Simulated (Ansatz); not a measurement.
# FH₅OSi₂: one species, many methods

The task here is to estimate one member of a computed series from the others.

Method: functionals in def2-TZVPP, the program's frozen cores in correlated methods; program: Ansatz 0.2.0, Gaussian basis.

Plan: PBE-D4, r2SCAN-D4, PBE0-D4, B3LYP-D4, ωB97X-V, ωB97M-V, B2PLYP; CCSD(T)/def2-TZVPP; MP2/def2-QZVPP; extrapolation to the limit.

**The relaxed structure**

An earlier PBE0-D4 in a triple-zeta def2 set relaxation fixed the geometry.

SMILES `O[SiH2][SiH2]F`, 9 atoms, charge 0, spin multiplicity 1.

Atoms are counted from 1 here; the program's logs count them from 0.

Bond lengths: O1–Si2 1.651 Å, O1–H5 0.958 Å, Si2–Si3 2.352 Å, Si2–H6 1.494 Å, Si2–H7 1.483 Å, Si3–F4 1.607 Å, Si3–H8 1.488 Å, Si3–H9 1.490 Å. Angles: Si2–O1–H5 118.1°, O1–Si2–Si3 113.4°, O1–Si2–H6 111.7°, O1–Si2–H7 105.7°, Si3–Si2–H6 106.2°, Si3–Si2–H7 111.0°, H6–Si2–H7 108.8°, Si2–Si3–F4 111.2°, Si2–Si3–H8 110.7°, Si2–Si3–H9 111.2°, F4–Si3–H8 107.9°, F4–Si3–H9 107.3°, H8–Si3–H9 108.5°.

The first run:

in.yaml

```yaml
crystal:
  periodic: [false, false, false]
  atoms:
    - {symbol: O, position_ang: [-0.736632, 1.478133, -1.289074]}
    - {symbol: Si, position_ang: [0.519174, 0.652684, -0.604765]}
    - {symbol: Si, position_ang: [-0.171897, -1.086089, 0.820804]}
    - {symbol: F, position_ang: [-0.961517, -2.225603, 0.007976]}
    - {symbol: H, position_ang: [-1.388680, 1.870718, -0.707611]}
    - {symbol: H, position_ang: [1.385252, 1.547823, 0.220453]}
    - {symbol: H, position_ang: [1.318289, 0.125289, -1.737212]}
    - {symbol: H, position_ang: [1.000305, -1.724063, 1.479031]}
    - {symbol: H, position_ang: [-1.090396, -0.581294, 1.879498]}
basis:
  gaussian: {orbitals: def2-TZVPP}
hamiltonian: {xc: pbe, dispersion: d4}
output: {forces: true, orbitals: {seedname: orbitals}}
```

Among the steps run: PBE-D4 (GGA); r2SCAN-D4 (meta-GGA); PBE0-D4 (hybrid); B3LYP-D4 (hybrid); ωB97X-V (range-separated); ωB97M-V (range-separated); B2PLYP (double hybrid); CCSD(T) in def2-TZVPP; MP2 in def2-QZVPP.

One table of the session follows, with a row left open; its other results are not shown here.

| method | atomisation energy (kJ/mol) |
| --- | --- |
| PBE-D4 | 3021.4 |
| r2SCAN-D4 | 3027.6 |
| PBE0-D4 | ? |
| B3LYP-D4 | 3018.1 |
| ωB97X-V | 3050.0 |
| ωB97M-V | 3031.3 |
| B2PLYP | 2992.3 |
| HF/def2-TZVPP | 2247.2 |
| MP2/def2-TZVPP | 2994.8 |
| CCSD/def2-TZVPP | 2922.5 |
| CCSD(T)/def2-TZVPP | 2956.6 |
| MP2/CBS | 3087.5 |
| CCSD(T)/CBS | 3049.3 |

Q: Estimate the row for PBE0-D4 from the others.

The run gave: atomisation energy (kJ/mol): 2978.3. In the column «atomisation energy (kJ/mol)» it lies between CCSD(T)/def2-TZVPP (2956.6) and B2PLYP (2992.3).
